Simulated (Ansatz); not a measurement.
**CH6F2Si2: ladder of methods at one geometry from a Python script**

Aim: a ladder of methods at one geometry, for CH6F2Si2, run from a script. SMILES: FC[SiH](F)[SiH3].

Program: Ansatz 0.2.0 through its Python package. The levels of theory stand in the script. These are calculated values, not measurements.

### Step 1. The system

Bond lengths: F1–C2 1.361 Å, C2–Si3 1.813 Å, Si3–F4 1.675 Å, Si3–Si5 2.318 Å, C2–H6 1.109 Å, C2–H7 1.091 Å, Si3–H8 1.505 Å, Si5–H9 1.438 Å, Si5–H10 1.486 Å, Si5–H11 1.529 Å. Angles (14 of 18 angles, heavy atoms first): F1–C2–Si3 107.1°, C2–Si3–F4 111.0°, C2–Si3–Si5 108.7°, F4–Si3–Si5 108.4°, F1–C2–H6 110.5°, F1–C2–H7 108.5°, Si3–C2–H6 111.1°, Si3–C2–H7 111.4°, C2–Si3–H8 114.7°, F4–Si3–H8 104.1°, Si5–Si3–H8 109.8°, Si3–Si5–H9 111.8°, Si3–Si5–H10 112.1°, Si3–Si5–H11 109.7°.

The script holds or builds the structure itself.

### Step 2. The code

The input, ch6f2si2.py:

```python
"""CH6F2Si2 at several levels of theory."""

from pathlib import Path
import warnings

import ansatz as az
from ase import Atoms
import numpy as np

warnings.simplefilter("ignore", az.DeckWarning)

atoms = Atoms(["F", "C", "Si", "F", "Si", "H", "H", "H", "H", "H", "H"], positions=[
    (-2.0458, -0.0653, -0.7535),
    (-1.3998, 0.9112, -0.0604),
    (0.3733, 0.7059, -0.3756),
    (1.2701, 1.8356, 0.4759),
    (1.0114, -1.4106, 0.3225),
    (-1.7489, 1.9131, -0.3849),
    (-1.6319, 0.7956, 0.9993),
    (0.7848, 0.9164, -1.8074),
    (0.3451, -2.4431, -0.4251),
    (2.4817, -1.6071, 0.2417),
    (0.6253, -1.6088, 1.7881),
])
molecule = az.Crystal.molecule_from_ase(atoms)

job = molecule.calculation().basis(gaussian="cc-pVDZ")

print("functional    E (Ha)        dipole (D)   HOMO (eV)  LUMO (eV)")
for name in ["lc_wpbe", "pbe", "hse06", "revpbe", "pbe0", "cam_b3lyp"]:
    summary = job.functional(name).forces().orbitals().run(threads=1, runs_dir="runs").report
    lines = Path(summary["orbitals_path"]).read_text().splitlines()
    field_of = lambda key: [line.split("=")[1].strip() for line in lines if line.startswith(key)]
    orbitals = [(27.211386 * float(e), s, float(n)) for e, s, n in zip(field_of("Ene="), field_of("Spin="), field_of("Occup="))]
    homo = max(e for e, _, n in orbitals if n > 0.5)
    lumo = min(e for e, _, n in orbitals if n < 0.5)
    dipole = 4.803205 * np.linalg.norm(summary["charge_distribution"]["dipole_moment_e_ang"])
    print(f"{name:10s} {summary['free_energy_ev'] / 27.211386246:14.6f} {dipole:9.3f} {homo:11.3f} {lumo:10.3f}")
```

### Step 3. Launch

Run with:

```sh
$ python ch6f2si2.py
```

What it wrote:

```text
functional    E (Ha)        dipole (D)   HOMO (eV)  LUMO (eV)
lc_wpbe       -820.094714     0.927     -10.783      1.836
pbe           -819.855443     0.992      -6.865     -1.343
hse06         -819.905432     0.955      -7.786     -0.850
revpbe        -820.205113     0.999      -6.832     -1.241
pbe0          -819.928954     0.954      -8.183     -0.470
cam_b3lyp     -820.346335     0.915      -9.472      0.704
```

It took 33 s on 1 thread of Arm Neoverse V1, shared host; peak memory 0.34 GiB.

### Step 4. What each run gave

From the records of these 6 runs:

```csv
run,functional,energy (eV),SCF cycles,CPU time (s)
1,lc_wpbe,-22315.9140,16,5.1
2,pbe,-22309.4031,17,4.2
3,hse06,-22310.7634,17,6.3
4,revpbe,-22318.9181,17,4.3
5,pbe0,-22311.4035,17,5.7
6,cam_b3lyp,-22322.7610,17,6.7
```

Totals hang on method, basis and potentials, so only like runs compare.

The fields below are those of run 1.

### Step 5. The molecule's orbitals and density

Orbitals, density, ELF and potential are computed afterwards from the orbital file.

Frontier orbitals at LC-ωPBE/cc-pVDZ, with the share of their density that lies nearest to each atom:

```csv
orbital,energy (eV),lies on
HOMO,-10.78,"Si3, Si5 about 25 % each; H8 8 %; F4 8 %"
LUMO,1.84,Si3 27 %; F4 16 %; Si5 11 %
```

ELF in a plane through or near 5 of the atoms.

Ten even steps from ' ' (0.00) to '@' (1.00):
```
                                                        
                                                        
                                                        
                                                        
                          ........                      
        ..++**==..        ::--::::                      
      ::%%@@@@@@##::......::::::::..                    
    ..++@@@@@@@@@@++==**++..==..  ::..  --==::          
    ..**@@@@@@@@@@++**@@%%::%%**..##==**@@@@@@--        
    ..++@@@@@@@@==::..@@@@++::::##@@##@@@@@@@@##        
        ::++**==..##++==%%##==##%%..::@@@@@@@@**        
          ..::::..::..--==::..--==::::**%%%%##--        
            ..::====--::..      ::----::......          
              ..::--::..        ......                  
                                  ..                    
                                                        
                                                        
                                                        
                                                        
                                                        
```
The map spans 10.9 Å across and 9.1 Å up, centred on the molecule. Atoms in the plane (x, y in Å): C2 (1.6, -0.4), Si3 (0.3, 0.8), Si5 (-1.7, -0.2), H6 (2.6, 0.0), H10 (-2.9, 0.8).

On the surface of density 0.002 e/bohr³ the electrostatic potential runs, from the 1st to the 99th percentile, from -1.03 V near F4 to 1.39 V near H7.

### Step 6. What came out

| quantity | value |
| --- | --- |
| runs compared | 6 |
| HOMO-LUMO gap of the mean field (LC-ωPBE/cc-pVDZ) | 12.62 eV |

**Reading.** All 6 runs converged, in 16 to 17 cycles. The geometry is a force-field or estimated start, not a minimum of this method, and the basis set is short of its limit. A lower total doesn't mark the better method: functionals have no common bound, and MP2 and coupled cluster aren't variational. Levels such as HOMO and LUMO are orbital energies: with these approximate functionals they aren't the ionisation energy and electron affinity, and their gap isn't the fundamental gap. For Al to Cl the sets with a tight d function, cc-pV(X+d)Z, are usual. hse06 follows the composition of plane-wave codes, whose totals differ by tens of mHa, up to about 0.1 Ha, from the form usual in Gaussian-basis programs (wpbeh).
